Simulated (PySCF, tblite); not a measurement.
# C₂H₆F₂Si, a small molecule taken as a stand-in for a surface group (C site with back bonds [SiH3], C, F): NMR shifts, core binding energies and electronic excitations

What NMR shifts, core binding energies and electronic excitations should one expect for `CC(F)(F)[SiH3]`?

Programs: tblite 0.8.0 and PySCF 2.14.0. All values are calculated, for the isolated system unless a continuum is named. Atoms count from 0, parts from 1.

## 1. Starting point

11 atoms, charge 0, multiplicity 1; geometry: distance geometry start.

## 2. Geometry optimisation with GFN2-xTB

The job: settings as JSON, then the geometry in Å.

```
{"job": {"kind": "relax", "xc": "GFN2-xTB", "basis": "xTB"}, "charge": 0, "multiplicity": 1}
C     -0.213474     0.714615     0.163526
Si     1.406219    -0.157666    -0.180930
C     -1.288623    -0.356622     0.055100
F     -0.156555     1.277148     1.426754
F     -0.435990     1.714205    -0.787811
H      2.342265     0.618291    -0.972784
H      1.931888    -0.546790     1.159079
H      1.082064    -1.428809    -0.847939
H     -2.100793    -0.201095     0.790697
H     -1.718054    -0.242006    -0.976387
H     -0.844476    -1.348807     0.166171
```

With the program's defaults for keys left out, this is: GFN2-xTB geometry optimisation, gas phase.

Started as:

```
> OMP_NUM_THREADS=1 python cluster_run.py task.json out
```

The driver reads the jobs from task.json and runs them one after another.

**Question.** The jobs that follow are: PBE0-D3(BJ)/def2-SVP geometry optimisation, gas phase; GIAO PBE0/pcSseg-2 NMR shielding, non-relativistic, gas phase; delta-SCF UKS SCAN, pcX-2 on the ionised atom, pcseg-1 elsewhere, spin-free X2C; TDDFT CAM-B3LYP/def2-SVPD, vertical, gas phase, core orbitals frozen in the response. Predict: point group; rotational constants (main isotopes); 13C shifts against TMS (PBE0/pcSseg-2); 1H shifts against TMS (PBE0/pcSseg-2, means over atoms taken as alike); 29Si shifts against TMS (PBE0/pcSseg-2); 19F shifts against CFCl3 (PBE0/pcSseg-2, means over atoms taken as alike); C1s binding energies, SCAN/pcX-2; Si2p binding energies, SCAN/pcX-2; F1s binding energies, SCAN/pcX-2; lowest singlet (CAM-B3LYP/def2-SVPD); brightest single state of those computed; lowest triplet; vertical ionisation energy (ΔSCF).

As calculated:

| quantity | value |
| --- | --- |
| point group | Cs |
| rotational constants (main isotopes) | 4.94, 2.89, 2.86 GHz |
| 13C shifts against TMS (PBE0/pcSseg-2) | 132.1, 26.2 ppm |
| 1H shifts against TMS (PBE0/pcSseg-2, means over atoms taken as alike) | 4.07, 3.95, 1.72, 1.46 ppm |
| 29Si shifts against TMS (PBE0/pcSseg-2) | -67.4 ppm |
| 19F shifts against CFCl3 (PBE0/pcSseg-2, means over atoms taken as alike) | -111.6 ppm |
| C1s binding energies, SCAN/pcX-2 | C0 294.86, C2 291.36 eV |
| Si2p binding energies, SCAN/pcX-2 | Si1 107.41 eV |
| F1s binding energies, SCAN/pcX-2 | F3 692.78 eV |
| lowest singlet (CAM-B3LYP/def2-SVPD) | 8.09 eV (153 nm), f = 0.014 |
| brightest single state of those computed | state 4, 8.84 eV, f = 0.295 |
| lowest triplet | 7.51 eV |
| vertical ionisation energy (ΔSCF) | 11.01 eV |

In words: The start of the PBE0/def2-SVP relaxation was shaken at random by about 0.01 Å, so part of the energy gained, and of the first lengths quoted, undoes that. The optimisation took 9 steps and gained 0.135 eV; among the close pairs (by a distance rule), Si1–H7 changed most, from 1.457 to 1.492 Å (PBE0/def2-SVP). Hydrogens of an XH3 group are listed apart at this fixed geometry; free rotation makes them one line at their mean. At PBE0/pcSseg-2: The largest span, 205 ppm, is at F3, F4, where the paramagnetic term is -182 ppm. At SCAN/pcX-2: C0 (carbon bonded to C, 2 F, Si) binds its C1s electron 3.50 eV more tightly than C2 (carbon bonded to C, 3 H). The lowest singlet, at 8.09 eV, is HOMO→LUMO 0.82, HOMO→LUMO+1 0.10 and is weak; of the 6 states computed, the strongest absorption comes from state 4 at 8.84 eV. The lowest triplet lies 0.58 eV below the lowest singlet (triplets in Tamm-Dancoff, singlets in full TDDFT). The orbital energy would give 10.10 eV for ionisation, ΔSCF gives 11.01 eV. A capped cluster stands for the solid here, so long-range fields and strain are missing, and bands or shifts of the capping hydrogens have no counterpart in it.
